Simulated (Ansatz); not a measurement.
# AlNH2F (SMILES [NH2][Al][F]) at UBHLYP/STO-3G

What is the electronic atomisation energy of AlNH2F at UBHLYP/STO-3G? 

The calculation is run with Ansatz 0.2.0.

62 further runs of the same task are left out: 3 that didn't finish, 59 set aside as unsound or not needed.

## Step 1: The structure to begin with

The species is AlNH2F (5 atoms), meant as a doublet with charge 0. As SMILES, `[NH2][Al][F]`. Geometry: relaxed at PBE0-D4/def2-TZVP. This is one conformer, not always the lowest.

Bond lengths: N1–Al2 1.765 Å, Al2–F3 1.658 Å, N1–H4 1.007 Å, N1–H5 1.009 Å. Angles: N1–Al2–F3 117.4°, Al2–N1–H4 124.8°, Al2–N1–H5 124.2°, H4–N1–H5 111.0°.

## Step 2: A single-point energy at UBHLYP/STO-3G

File molecule.yaml:

```yaml
crystal:
  periodic: [false, false, false]
  atoms:
    - {symbol: "N", position_ang: [-0.384700, 0.499000, -0.263800]}
    - {symbol: Al, position_ang: [0.632000, -0.282800, 0.949500]}
    - {symbol: F, position_ang: [1.228700, -1.786800, 0.590000]}
    - {symbol: H, position_ang: [-0.804300, 1.408300, -0.162700]}
    - {symbol: H, position_ang: [-0.621700, 0.088600, -1.154400]}
basis:
  gaussian:
    orbitals: STO-3G
magnetization:
  spin_polarized: true
  initial_magnetization: 1
hamiltonian:
  xc: {name: BHLYP}
accuracy: high
```

Launch:

```sh
$ ansatz run molecule.yaml --threads 1 --pin off --max-ram 2610MiB --events-out events.jsonl --progress --plain --runs-dir runs
```

The log of the run:

```text
Warning: RAYON_NUM_THREADS=1 ignored (pool sized by the plan → 1); use --threads N
Functional definition: BHLYP
  name "BHLYP"
  parameter a = 0.5
  exchange = (1 - a)*b88_x + a*exact_x
  correlation = lyp_c
378 factors; integrals over basis functions are off by at most 3.4e-8 eV
mean field evaluation 1: about -10692.8012 eV, gradient 1.9e1 eV
mean field evaluation 2: about -10693.8927 eV, gradient 1.6e1 eV
mean field evaluation 4: about -10695.6609 eV, gradient 6.9e-1 eV
mean field evaluation 8: about -10695.6776 eV, gradient 8.8e-3 eV
mean field evaluation 16: about -10695.6776 eV, gradient 1.0e-6 eV
mean field -10695.67764343 eV, -393.0589036054 hartree, gradient 4.0e-8 eV, S^2 0.753075; 0 other end points of the search recorded, 0 dependent functions left out
reference -10695.67766166 eV, -393.0589042752 hartree; 16, 15 occupied and 5, 6 virtual orbitals, 378 factors
Total energy: -10695.67766166 eV, -393.0589042752 hartree
```

Run time: 2.1 s. Hardware: 1 thread of Arm Neoverse V1, shared host; peak memory 0.13 GiB.

## Step 3: The Al atom at the same level

File job.yaml:

```yaml
basis:
  gaussian:
    orbitals: STO-3G
crystal:
  periodic: [false, false, false]
  atoms:
    - {symbol: Al, position_ang: [0.000000, 0.000000, 0.000000]}
magnetization:
  spin_polarized: true
  initial_magnetization: 1
hamiltonian:
  xc: {name: BHLYP}
accuracy: high
```

Run the same way, it converges to -239.33024 Eh (log not shown).

## Step 4: The F atom at the same level

File input.yaml:

```yaml
crystal:
  periodic: [false, false, false]
  atoms:
    - symbol: F
      position_ang: [0.000000, 0.000000, 0.000000]
basis:
  gaussian:
    orbitals: STO-3G
hamiltonian:
  xc: {name: BHLYP}
accuracy: high
magnetization:
  spin_polarized: true
  initial_magnetization: 1
```

Run the same way, it converges to -98.27228 Eh (log not shown).

## Step 5: The H atom

File run.yaml:

```yaml
crystal:
  periodic: [false, false, false]
  atoms:
    - {symbol: H, position_ang: [0.000000, 0.000000, 0.000000]}
basis:
  gaussian:
    orbitals: STO-3G
magnetization:
  spin_polarized: true
  initial_magnetization: 1
hamiltonian:
  xc: {name: BHLYP}
accuracy: high
```

Launch:

```sh
$ ansatz run run.yaml --threads 1 --pin off --max-ram 2610MiB --events-out events.jsonl --progress --plain --runs-dir runs
```

The log of the run, shortened:

```text
Warning: RAYON_NUM_THREADS=1 ignored (pool sized by the plan → 1); use --threads N
[... 5 set-up lines as earlier in the session ...]
1 factors; integrals over basis functions are off by at most 4.6e-10 eV
mean field evaluation 1: about -12.6441 eV, gradient 0.0e0 eV
mean field evaluation 2: about -12.6441 eV, gradient 0.0e0 eV
mean field -12.64407579 eV, -0.4646612147 hartree, gradient 0.0e0 eV, S^2 0.750000; 0 other end points of the search recorded, 0 dependent functions left out
reference -12.64408485 eV, -0.4646615477 hartree; 1, 0 occupied and 0, 1 virtual orbitals, 1 factors
Total energy: -12.64408485 eV, -0.4646615477 hartree
```

Run time: 0.08 s. Hardware: 1 thread of Arm Neoverse V1, shared host.

## Step 6: The N atom

File molecule.yaml:

```yaml
crystal:
  periodic: [false, false, false]
  atoms:
    - symbol: "N"
      position_ang: [0.000000, 0.000000, 0.000000]
basis:
  gaussian:
    orbitals: STO-3G
magnetization:
  spin_polarized: true
  initial_magnetization: 3
hamiltonian:
  xc: {name: BHLYP}
accuracy: high
```

Run the same way, it converges to -53.88610 Eh (log not shown).

## Step 7: Outcome

Level: UBHLYP/STO-3G.

```
                     quantity          value
       molecule: total energy  -393.05890 Eh
               molecule: ⟨S²⟩          0.753
        Al atom: total energy  -239.33024 Eh
                Al atom: ⟨S²⟩          0.750
         F atom: total energy   -98.27228 Eh
                 F atom: ⟨S²⟩          0.750
         H atom: total energy    -0.46466 Eh
                 H atom: ⟨S²⟩          0.750
         N atom: total energy   -53.88610 Eh
                 N atom: ⟨S²⟩          3.750
electronic atomisation energy      17.442 eV
```

In words: Taking the molecule apart into free atoms costs 17.44 eV (1683 kJ/mol), before zero-point energy and without spin-orbit coupling. In a minimal basis such a difference can be off by several eV, whatever the method.
